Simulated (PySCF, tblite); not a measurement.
# C₄H₈AlBCl₂: geometry, infrared bands and NMR shifts

Aim: predict the infrared bands and NMR shifts of C₄H₈AlBCl₂ (`CC/[C]([AlH2])=C\B(Cl)Cl`).

The runs use tblite 0.8.0 and PySCF 2.14.0, with density-fitted response routines of our own; the level of theory stands in each step. All values are computed, except where a source is named. Atoms count from 0, in the outputs and in this text.

## (1) Starting geometry

16 atoms, charge 0, multiplicity 1; geometry from: force field or distance geometry start.

Bonds of the start (Å): C0–C1 1.52, C1–C2 1.47, C2–Al3 1.98, C2–C4 1.32, C4–B5 1.55, B5–Cl6 1.83, B5–Cl7 1.88, C0–H8 1.09, C0–H9 1.14, C0–H10 1.12, C1–H11 1.08, C1–H12 1.12, Al3–H13 1.58, Al3–H14 1.59, C4–H15 1.11.

## (2) Relaxing the molecule with GFN2-xTB

The job: settings as JSON, then the geometry in Å.

```
{"job": {"kind": "relax", "xc": "GFN2-xTB", "basis": "xTB"}, "charge": 0, "multiplicity": 1}
C     -0.852000    -1.717100    -0.027700
C     -0.179300    -0.609100    -0.816100
C     -0.075500     0.599200     0.008700
Al    -1.760000     1.426300     0.632700
C      1.083400     1.150800     0.320100
B      2.439800     0.565100    -0.155300
Cl     2.941100    -1.199700    -0.152700
Cl     3.903100     1.714000     0.116100
H     -0.215900    -2.240500     0.680800
H     -1.688300    -1.177300     0.527200
H     -1.403600    -2.387300    -0.728100
H      0.705400    -0.921100    -1.350700
H     -0.931600    -0.369400    -1.607600
H     -2.696700     2.046700    -0.479700
H     -2.316300     1.060400     2.080000
H      1.038700     2.067900     0.940900
```

The run is started by

```
$ OMP_NUM_THREADS=1 python probes_run.py task.json out
```

The driver reads the jobs from task.json and runs them one after another.

**Question.** This job is followed by: GFN2-xTB harmonic vibrations, gas phase; GIAO PBE0/pcSseg-1 NMR shielding, non-relativistic, gas phase. Predict these results of the whole session: strongest single infrared mode (GFN2-xTB); zero-point energy (GFN2-xTB); ¹³C shifts against TMS (PBE0/pcSseg-1); ¹H shifts against TMS (PBE0/pcSseg-1, means over atoms taken as alike); ²⁷Al shifts against AlH4- (PBE0/pcSseg-1); ¹¹B shifts against BF3·OEt2 (PBE0/pcSseg-1); ³⁵Cl shifts against HCl (PBE0/pcSseg-1, means over atoms taken as alike).

As calculated:

| quantity | value |
| --- | --- |
| strongest single infrared mode (GFN2-xTB) | 1784 cm⁻¹, 516 km/mol |
| zero-point energy (GFN2-xTB) | 65.7 kcal/mol |
| ¹³C shifts against TMS (PBE0/pcSseg-1) | 215.4, 160.6, 35.0, 27.8 ppm |
| ¹H shifts against TMS (PBE0/pcSseg-1, means over atoms taken as alike) | 7.76, 5.51, 2.97, 1.73 ppm |
| ²⁷Al shifts against AlH4- (PBE0/pcSseg-1) | 203.2 ppm |
| ¹¹B shifts against BF3·OEt2 (PBE0/pcSseg-1) | 49.0 ppm |
| ³⁵Cl shifts against HCl (PBE0/pcSseg-1, means over atoms taken as alike) | 276 ppm |

In words: Over 224 steps the energy fell by 1.079 eV; of the close pairs, B5–Cl7 changed most, 1.880 to 1.731 Å. All 42 modes are real, so the xTB geometry is a minimum. The strongest single mode, at 1784 cm⁻¹, moves mainly H13. Unscaled tight-binding wavenumbers are off by several per cent, some by more. Its intensities can rank the bands wrongly. H15 (hydrogen on an alkene CH) lies farthest downfield among hydrogen, at 7.76 ppm; attached to an sp2 carbon and in the plane of the double bond. At PBE0/pcSseg-1: The widest tensor belongs to Cl6, Cl7: span 461 ppm, with a paramagnetic part of -474 ppm.
